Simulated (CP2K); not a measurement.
# HPbNO4 (P1) in CP2K: notebook

One crystal, HPbNO4, is run at these levels: SCAN, vdW-DF-cx, LDA, PBEsol, RPBE; tasks: band structure.

All numbers are computed with CP2K 2026.2; they aren't measurements. Logs are shortened: lines on timing, memory, paths and dates and some standing lists are left out, and cuts for length are marked.

### Step 1. The crystal as given

The typed cell holds 7 atoms: a = 4.204 Å, b = 4.339 Å, c = 6.729 Å, α = 71.95°, β = 72.29°, γ = 62.23°.

The cell was built by a generator and needn't be a form met in nature.

### Step 2. Band structure, SCAN

The input, hpbno4_bands.inp:

```
&GLOBAL
  PROJECT hpbno4_bands
  RUN_TYPE ENERGY_FORCE
  PRINT_LEVEL LOW
&END GLOBAL
&FORCE_EVAL
  METHOD QS
  STRESS_TENSOR ANALYTICAL
  &DFT
    BASIS_SET_FILE_NAME BASIS_MOLOPT_UZH
    POTENTIAL_FILE_NAME POTENTIAL_UZH
    &MGRID
      CUTOFF 1000
      REL_CUTOFF 60
      NGRIDS 5
    &END MGRID
    &QS
      METHOD GPW
      EPS_DEFAULT 1.0E-9
    &END QS
    &KPOINTS
      SCHEME MONKHORST-PACK 7 7 5
      GAMMA_CENTERED T
      SYMMETRY T
      SYMMETRY_BACKEND SPGLIB
    &END KPOINTS
    &SCF
      SCF_GUESS ATOMIC
      EPS_SCF 1.0E-6
      MAX_SCF 100
      ADDED_MOS 20
      CHOLESKY OFF
      EPS_EIGVAL 1.0E-7
      &DIAGONALIZATION ON
        ALGORITHM STANDARD
      &END DIAGONALIZATION
      &MIXING ON
        METHOD BROYDEN_MIXING
        ALPHA 0.4
        BETA 1.5
        NBUFFER 8
      &END MIXING
      &SMEAR ON
        METHOD FERMI_DIRAC
        ELECTRONIC_TEMPERATURE [K] 580.226
      &END SMEAR
    &END SCF
    &XC
      &XC_FUNCTIONAL
        &MGGA_X_SCAN
        &END MGGA_X_SCAN
        &MGGA_C_SCAN
        &END MGGA_C_SCAN
      &END XC_FUNCTIONAL
    &END XC
    &PRINT
      &KPOINTS ON
      &END KPOINTS
      &MULLIKEN ON
      &END MULLIKEN
      &MO ON
        ENERGIES T
        OCCUPATION_NUMBERS T
        &EACH
          QS_SCF 0
        &END EACH
        ADD_LAST NUMERIC
      &END MO
      &LOWDIN ON
      &END LOWDIN
      &HIRSHFELD ON
        SHAPE_FUNCTION DENSITY
      &END HIRSHFELD
      &BAND_STRUCTURE
        FILE_NAME bands.bs
        ADDED_MOS 4
        &KPOINT_SET
          UNITS B_VECTOR
          NPOINTS 6
          SPECIAL_POINT X 0.00000000 0.00000000 0.50000000
          SPECIAL_POINT GAMMA 0.00000000 0.00000000 0.00000000
          SPECIAL_POINT Y 0.50000000 0.00000000 0.00000000
        &END KPOINT_SET
        &KPOINT_SET
          UNITS B_VECTOR
          NPOINTS 6
          SPECIAL_POINT L 0.50000000 0.00000000 0.50000000
          SPECIAL_POINT GAMMA 0.00000000 0.00000000 0.00000000
          SPECIAL_POINT Z 0.00000000 0.50000000 0.00000000
        &END KPOINT_SET
        &KPOINT_SET
          UNITS B_VECTOR
          NPOINTS 6
          SPECIAL_POINT N 0.00000000 0.50000000 0.50000000
          SPECIAL_POINT GAMMA 0.00000000 0.00000000 0.00000000
          SPECIAL_POINT M 0.50000000 0.50000000 0.00000000
        &END KPOINT_SET
        &KPOINT_SET
          UNITS B_VECTOR
          NPOINTS 6
          SPECIAL_POINT R 0.50000000 0.50000000 0.50000000
          SPECIAL_POINT GAMMA 0.00000000 0.00000000 0.00000000
        &END KPOINT_SET
      &END BAND_STRUCTURE
    &END PRINT
  &END DFT
  &SUBSYS
    &CELL
      A 4.2040661877 0.0000000000 0.0000000000
      B 2.0217232438 3.8395127204 0.0000000000
      C 2.0468647314 1.2790005870 6.2813113421
      PERIODIC XYZ
    &END CELL
    &COORD
      H   6.4119196665 3.4217856742 3.9444122704
      Pb  4.2925393267 4.6958548523 5.5496641970
      N   2.2802328939 1.4940090333 1.8951344450
      O   6.4140118934 3.5006338056 4.9248621578
      O   2.3103764040 1.0037460631 0.7094741161
      O   2.3185398615 0.7237994841 2.8803581290
      O   2.2112632001 2.7408091872 2.0272932357
    &END COORD
    &KIND H
      BASIS_SET TZVP-MOLOPT-PBE-GTH-q1
      POTENTIAL GTH-PBE-q1
    &END KIND
    &KIND Pb
      BASIS_SET TZVP-MOLOPT-PBE-GTH-q4
      POTENTIAL GTH-PBE-q4
    &END KIND
    &KIND N
      BASIS_SET TZVP-MOLOPT-PBE-GTH-q5
      POTENTIAL GTH-PBE-q5
    &END KIND
    &KIND O
      BASIS_SET TZVP-MOLOPT-PBE-GTH-q6
      POTENTIAL GTH-PBE-q6
    &END KIND
    &PRINT
      &ATOMIC_COORDINATES ON
      &END ATOMIC_COORDINATES
      &CELL ON
      &END CELL
    &END PRINT
  &END SUBSYS
  &PRINT
    &FORCES ON
    &END FORCES
    &STRESS_TENSOR ON
    &END STRESS_TENSOR
  &END PRINT
&END FORCE_EVAL
```

Potentials or basis: POTENTIAL_UZH H GTH-PBE-q1, Pb GTH-PBE-q4, N GTH-PBE-q5, O GTH-PBE-q6; TZVP-MOLOPT-PBE-GTH basis.

Command:

```bash
> OMP_NUM_THREADS=1 mpirun -n 4 cp2k.psmp -i hpbno4_bands.inp -o hpbno4_bands.out
```

hpbno4_bands.out:

```text

 CP2K| version string:                                       CP2K version 2026.2
 CP2K| Input file name                                          hpbno4_bands.inp

 GLOBAL| Force Environment number                                              1
 GLOBAL| Basis set file name                                    BASIS_MOLOPT_UZH
 GLOBAL| Potential file name                                       POTENTIAL_UZH
 GLOBAL| MM Potential file name                                     MM_POTENTIAL
 GLOBAL| Coordinate file name                                      __STD_INPUT__
 GLOBAL| Method name                                                        CP2K
 GLOBAL| Project name                                               hpbno4_bands
 GLOBAL| Run type                                                   ENERGY_FORCE
 GLOBAL| FFT library                                                       FFTW3
 GLOBAL| Diagonalization library                                       ScaLAPACK
 GLOBAL| Cholesky decomposition library                                ScaLAPACK
 GLOBAL| DGEMM library                                                      BLAS
 GLOBAL| Direct generalized diagonalization requested                          F
 GLOBAL| Matrix multiplication library                                 ScaLAPACK
 GLOBAL| Global print level                                                  LOW
 GLOBAL| Total number of message passing processes                             4
 GLOBAL| Number of threads for this process                                    1
 GLOBAL| CPU model name                          Intel(R) Xeon(R) Platinum 8488C

 CELL| Volume [angstrom^3]:                                           101.390199
 CELL| Vector a [angstrom]:       4.204     0.000     0.000   |a| =     4.204066
 CELL| Vector b [angstrom]:       2.022     3.840     0.000   |b| =     4.339265
 CELL| Vector c [angstrom]:       2.047     1.279     6.281   |c| =     6.729069
 CELL| Angle (b,c), alpha [degree]:                                    71.946597
 CELL| Angle (a,c), beta  [degree]:                                    72.291015
 CELL| Angle (a,b), gamma [degree]:                                    62.230627
 CELL| Numerically orthorhombic:                                              NO
 CELL| Periodicity                                                           XYZ

 CELL_REF| Volume [angstrom^3]:                                       101.390199
 CELL_REF| Vector a [angstrom     4.204     0.000     0.000   |a| =     4.204066
 CELL_REF| Vector b [angstrom     2.022     3.840     0.000   |b| =     4.339265
 CELL_REF| Vector c [angstrom     2.047     1.279     6.281   |c| =     6.729069
 CELL_REF| Angle (b,c), alpha [degree]:                                71.946597
 CELL_REF| Angle (a,c), beta  [degree]:                                72.291015
 CELL_REF| Angle (a,b), gamma [degree]:                                62.230627
 CELL_REF| Numerically orthorhombic:                                          NO
 CELL_REF| Periodicity                                                       XYZ
[... 9 lines left out ...]
 TOTAL NUMBERS AND MAXIMUM NUMBERS

  Total number of            - Atomic kinds:                                   4
                             - Atoms:                                          7
                             - Shell sets:                                     7
                             - Shells:                                        46
                             - Primitive Cartesian functions:                 34
                             - Cartesian basis functions:                    114
                             - Spherical basis functions:                    108

  Maximum angular momentum of- Orbital basis functions:                        2
                             - Local part of the GTH pseudopotential:          2
                             - Non-local part of the GTH pseudopotential:      4

 MODULE QUICKSTEP: ATOMIC COORDINATES IN ANGSTROM

   Atom Kind Element         X             Y             Z       Z(eff)     Mass
      1    1 H     1      6.411920      3.421786      3.944412   1.0000   1.0079
      2    2 Pb   82      4.292539      4.695855      5.549664   4.0000 207.2000
      3    3 N     7      2.280233      1.494009      1.895134   5.0000  14.0067
      4    4 O     8      6.414012      3.500634      4.924862   6.0000  15.9994
      5    4 O     8      2.310376      1.003746      0.709474   6.0000  15.9994
      6    4 O     8      2.318540      0.723799      2.880358   6.0000  15.9994
      7    4 O     8      2.211263      2.740809      2.027293   6.0000  15.9994

 SCF PARAMETERS         Density guess:                                    ATOMIC
                        --------------------------------------------------------
                        max_scf:                                             100
[... 133 lines left out ...]
 MO|
 MO|  Index      Eigenvalue [a.u.]        Eigenvalue [eV]             Occupation
 MO|      1              -0.988851             -26.907994               2.000000
 MO|      2              -0.785950             -21.386776               2.000000
 MO|      3              -0.772544             -21.022004               2.000000
 MO|      4              -0.675750             -18.388103               2.000000
 MO|      5              -0.378350             -10.295436               2.000000
 MO|      6              -0.287038              -7.810703               2.000000
[... 601 lines left out ...]
 MO|     36               0.811918              22.093417               0.000000
 MO|     37               0.854379              23.248837               0.000000
 MO| Sum:                                                              34.000000
 MO| E(Fermi):            0.089733 a.u.          2.441750 eV
 MO| Band gap:            0.138087 a.u.          3.757531 eV

 [... the levels of further k-points ...]

 !-----------------------------------------------------------------------------!
                     Mulliken Population Analysis

 #  Atom  Element  Kind  Atomic population                           Net charge
       1     H        1          0.612767                              0.387233
       2     Pb       2          2.566514                              1.433486
       3     N        3          4.184177                              0.815823
       4     O        4          7.015708                             -1.015708
       5     O        4          6.610205                             -0.610205
       6     O        4          6.485217                             -0.485217
       7     O        4          6.525411                             -0.525411
 # Total charge                             34.000000                 -0.000000

 !-----------------------------------------------------------------------------!

 !-----------------------------------------------------------------------------!
                           Hirshfeld Charges

  #Atom  Element  Kind  Ref Charge     Population                    Net charge
      1       H      1       1.000          0.923                         0.077
      2       Pb     2       4.000          3.408                         0.592
      3       N      3       5.000          4.736                         0.264
      4       O      4       6.000          6.373                        -0.373
      5       O      4       6.000          6.204                        -0.204
      6       O      4       6.000          6.182                        -0.182
      7       O      4       6.000          6.174                        -0.174

  Total Charge                                                           -0.000
 !-----------------------------------------------------------------------------!

 LOWDIN POPULATION ANALYSIS

 #  Atom  Element  Kind  Atomic population                           Net charge
       1     H        1          1.394899                             -0.394899
       2     Pb       2          3.282752                              0.717248
       3     N        3          5.329149                             -0.329149
       4     O        4          6.031269                             -0.031269
       5     O        4          6.026607                             -0.026607
       6     O        4          5.985310                              0.014690
       7     O        4          5.950014                              0.049986
 # Total charge                             34.000000                 -0.000000

 KPOINTS| Band Structure Calculation
 KPOINTS| Number of k-point sets                                               4
 KPOINTS| Number of added MOs/bands                                            4
 KPOINTS| Number of k-points in set    1                                      13
 KPOINTS| In units of b-vector [2pi/Bohr]
 KPOINTS| Special point     1           X     0.000000     0.000000     0.500000
 KPOINTS| Special point     2       GAMMA     0.000000     0.000000     0.000000
 KPOINTS| Special point     3           Y     0.500000     0.000000     0.000000
 KPOINTS| Number of k-points in set    2                                      13
 KPOINTS| In units of b-vector [2pi/Bohr]
 KPOINTS| Special point     1           L     0.500000     0.000000     0.500000
 KPOINTS| Special point     2       GAMMA     0.000000     0.000000     0.000000
 KPOINTS| Special point     3           Z     0.000000     0.500000     0.000000
 KPOINTS| Number of k-points in set    3                                      13
 KPOINTS| In units of b-vector [2pi/Bohr]
 KPOINTS| Special point     1           N     0.000000     0.500000     0.500000
 KPOINTS| Special point     2       GAMMA     0.000000     0.000000     0.000000
 KPOINTS| Special point     3           M     0.500000     0.500000     0.000000
 KPOINTS| Number of k-points in set    4                                       7
 KPOINTS| In units of b-vector [2pi/Bohr]
 KPOINTS| Special point     1           R     0.500000     0.500000     0.500000
 KPOINTS| Special point     2       GAMMA     0.000000     0.000000     0.000000

 ENERGY| Total FORCE_EVAL ( QS ) energy [hartree]            -78.031831218213412

 FORCES| Atomic forces [hartree/bohr]
 FORCES|   Atom     x               y               z               |f|
 FORCES|      1  4.90282752E-05  5.57759843E-04  6.17847772E-04   8.33807942E-04
 FORCES|      2  2.58542704E-05  1.17257419E-03  1.19655969E-03   1.67551597E-03
 FORCES|      3 -3.87025293E-04  9.74681717E-04  1.89748039E-04   1.06573793E-03
 FORCES|      4 -1.78109790E-04 -1.34570637E-03 -1.67468947E-03   2.15574431E-03
 FORCES|      5  2.04748959E-04 -3.57857838E-03 -4.62371559E-03   5.85037530E-03
 FORCES|      6  1.03870969E-03 -4.11436798E-03  3.77307576E-03   5.67829573E-03
 FORCES|      7 -1.33283717E-04  4.09515713E-03  3.20355311E-04   4.10983016E-03
 FORCES| Sum     6.19922394E-04 -2.23847985E-03 -2.00818479E-04
 FORCES| Total atomic force                                       2.33139956E-03

 STRESS| Analytical stress tensor [bar]
 STRESS|                        x                   y                   z
 STRESS|      x       -8.41347329619E+03  -2.31951413638E+01   2.50696659423E+02
 STRESS|      y       -2.31951413638E+01  -1.30405802038E+03  -1.18234882470E+03
 STRESS|      z        2.50696659423E+02  -1.18234882470E+03   4.51627052506E+02
 STRESS| 1/3 Trace                                            -3.08863475469E+03
 STRESS| Determinant                                           1.68121677873E+10

 STRESS| Eigenvectors and eigenvalues of the analytical stress tensor [bar]
 STRESS|                        1                   2                   3
 STRESS| Eigenvalues  -8.42057207945E+03  -1.89752387700E+03   1.05219169239E+03
 STRESS|      x           0.999594410952      0.014067792401      0.024761074486
 STRESS|      y          -0.001467128290      0.893755460015     -0.448552143266
 STRESS|      z          -0.028440483950      0.448333887757      0.893413601845
```

Run time: 80 s. Hardware: 4 MPI ranks of Intel Xeon Platinum 8488C (Sapphire Rapids), shared host.

What came out:

| Property | Result |
| --- | --- |
| Free energy | -2123.3541 eV |
| Pressure | -0.3 GPa |
| Band gap on the k mesh | 3.03 eV, indirect (least direct gap 3.06 eV) |
| Band gap along the path | 3.34 eV, direct |
| Mulliken charges | H +0.39; Pb +1.43; N +0.82; O -1.02, -0.61, -0.49, -0.53 e |
| Hirshfeld charges | H +0.08; Pb +0.59; N +0.26; O -0.37, -0.20, -0.18, -0.17 e |

Stress tensor (GPa, compression positive):
```
-0.84  0.00  0.03
 0.00 -0.13 -0.12
 0.03 -0.12  0.05
```

Levels at the corners of the path, in eV from the valence-band top:
```csv
point,band 13,band 14,band 15,band 16,band 17,band 18,band 19,band 20,band 21,band 22
X,-2.07,-1.59,-1.56,-1.33,-0.98,3.87,4.16,6.09,6.99,8.48
Γ,-2.15,-2.09,-1.66,-1.44,-0.81,3.97,4.79,6.13,6.92,7.12
Y,-2.38,-1.95,-1.54,-0.75,-0.12,3.49,4.95,6.08,7.25,8.89
L,-2.09,-1.99,-1.69,-0.64,-0.12,3.64,4.50,5.91,7.22,9.19
Γ,-2.15,-2.09,-1.66,-1.44,-0.81,3.97,4.79,6.13,6.92,7.12
Z,-2.41,-1.57,-1.45,-0.67,0.00,3.34,4.46,5.75,7.76,9.19
N,-2.29,-1.98,-1.46,-0.49,-0.11,3.37,4.27,6.12,7.84,8.21
Γ,-2.15,-2.09,-1.66,-1.44,-0.81,3.97,4.79,6.13,6.92,7.12
M,-2.11,-1.88,-1.71,-0.68,-0.17,3.60,4.53,6.01,7.10,9.19
R,-2.33,-1.88,-1.61,-0.81,-0.15,3.42,5.03,6.16,7.12,8.89
Γ,-2.15,-2.09,-1.66,-1.44,-0.81,3.97,4.79,6.13,6.92,7.12
```

Caveat: Mulliken charges move with the basis; the potentials were made for another functional, which shifts forces and pressure; spin-orbit coupling is left out, which as a rule narrows the gap of such compounds by several tenths of an eV; the basis of atomic orbitals isn't converged, which shifts pressures, moduli and gaps. SCAN opens gaps a little over a GGA but as a rule still falls short of measured ones.

### Step 3. Band structure, vdW-DF-cx

Edit hpbno4_bands.inp of step 2 so:

```diff
@@ -49,7 +49,15 @@
       &XC_FUNCTIONAL
-        &MGGA_X_SCAN
-        &END MGGA_X_SCAN
-        &MGGA_C_SCAN
-        &END MGGA_C_SCAN
+        &GGA_X_LV_RPW86
+        &END GGA_X_LV_RPW86
+        &LDA_C_PW
+        &END LDA_C_PW
       &END XC_FUNCTIONAL
+      &VDW_POTENTIAL
+        POTENTIAL_TYPE NON_LOCAL
+        &NON_LOCAL
+          TYPE DRSLL
+          KERNEL_FILE_NAME vdW_kernel_table.dat
+          CUTOFF 300
+        &END NON_LOCAL
+      &END VDW_POTENTIAL
     &END XC
```

Potentials or basis: POTENTIAL_UZH H GTH-PBE-q1, Pb GTH-PBE-q4, N GTH-PBE-q5, O GTH-PBE-q6; TZVP-MOLOPT-PBE-GTH basis.

Command:

```bash
> OMP_NUM_THREADS=1 mpirun -n 4 cp2k.psmp -i hpbno4_bands.inp -o hpbno4_bands.out
```

Wall time 57 s (4 MPI ranks of Intel Xeon Platinum 8488C (Sapphire Rapids), shared host).

Results (log left out):

* Free energy: -2124.4001 eV
* Pressure: 1.1 GPa
* Band gap on the k mesh: 2.75 eV, indirect (least direct gap 2.78 eV)
* Band gap along the path: 3.01 eV, direct
* Mulliken charges: H +0.40; Pb +1.47; N +0.79; O -1.04, -0.62, -0.48, -0.53 e
* Hirshfeld charges: H +0.07; Pb +0.55; N +0.25; O -0.35, -0.19, -0.17, -0.16 e

Stress tensor (GPa, compression positive):
```
-0.47 -0.09  0.02
-0.09  1.55 -0.07
 0.02 -0.07  2.24
```

Levels at the corners of the path, in eV from the valence-band top:
```tsv
point	band 15	band 16	band 17	band 18	band 19	band 20
X	-1.47	-1.26	-0.87	3.52	3.88	5.66
Γ	-1.57	-1.35	-0.69	3.62	4.46	5.69
Y	-1.45	-0.65	-0.13	3.18	4.65	5.65
L	-1.60	-0.53	-0.16	3.31	4.20	5.50
Γ	-1.57	-1.35	-0.69	3.62	4.46	5.69
Z	-1.38	-0.58	0.00	3.01	4.18	5.34
N	-1.40	-0.38	-0.11	3.04	3.97	5.73
Γ	-1.57	-1.35	-0.69	3.62	4.46	5.69
M	-1.63	-0.57	-0.21	3.27	4.23	5.61
R	-1.52	-0.71	-0.16	3.11	4.72	5.73
Γ	-1.57	-1.35	-0.69	3.62	4.46	5.69
```

Caveat: Mulliken charges move with the basis; the potentials were made for another functional, which shifts forces and pressure; spin-orbit coupling is left out, which as a rule narrows the gap of such compounds by several tenths of an eV; the basis of atomic orbitals isn't converged, which shifts pressures, moduli and gaps.

(Part 1 of 2 ends here.)
